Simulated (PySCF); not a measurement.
# C8H15NO: the cost of one run

Computed with PySCF 2.14.0, with density-fitted response routines of our own, on a single molecule, in the gas phase or a continuum. Atoms are numbered from 0 throughout.

## (1) The starting structure

25 atoms, charge 0, multiplicity 1; geometry from: GFN2-xTB. The atoms were then displaced at random by about 0.01 Å, so the start is not that level's minimum.

Bonds of the start (Å): C0–C1 1.34, C1–C2 1.51, C2–C3 1.51, C3–C4 1.57, C4–C5 1.53, C5–O6 1.21, C5–N7 1.34, N7–C8 1.44, N7–C9 1.45, C0–H10 1.06, C0–H11 1.07, C1–H12 1.08, C2–H13 1.08, C2–H14 1.08, C3–H15 1.07, C3–H16 1.10, C4–H17 1.10, C4–H18 1.08, C8–H19 1.07, C8–H20 1.12, C8–H21 1.08, C9–H22 1.10, C9–H23 1.08, C9–H24 1.09.

## (2) Optimising the geometry at PBE0-D3(BJ)/def2-SVP

What the job is given:

```
{"job": {"xc": "PBE0", "basis": "def2-SVP", "d3": "d3bj", "grid": 1, "shake": 0.01, "kind": "geom"}, "charge": 0, "multiplicity": 1}
C      4.449350     0.176160    -0.688040
C      3.348720     0.627940    -0.060900
C      1.932770     0.233790    -0.399380
C      1.295980    -0.405220     0.811660
C     -0.177560    -0.823460     0.488670
C     -1.094940     0.395090     0.370170
O     -0.720470     1.519830     0.634820
N     -2.343280     0.129170    -0.039350
C     -2.837750    -1.184470    -0.373090
C     -3.279740     1.218920    -0.231300
H      4.352400    -0.482150    -1.516740
H      5.427500     0.515690    -0.409240
H      3.422130     1.327740     0.764040
H      1.934990    -0.455790    -1.227580
H      1.382190     1.116960    -0.670540
H      1.828300    -1.274550     1.134120
H      1.254050     0.316470     1.638960
H     -0.568050    -1.444350     1.309320
H     -0.203900    -1.400870    -0.425660
H     -2.600190    -1.920690     0.371950
H     -2.445620    -1.519440    -1.363520
H     -3.913130    -1.176340    -0.483970
H     -2.760880     2.151530     0.022050
H     -4.173660     1.099630     0.370610
H     -3.556790     1.270470    -1.287880
```

Command:

```
$ OMP_NUM_THREADS=1 python probes_run.py task.json out
```

The driver reads the jobs from task.json and runs them one after another.

**Question.** How long does this first job take on 1 thread of Arm Neoverse V1, shared host, and how much memory does it need?

About 15 min, with a peak of 0.93 GiB.
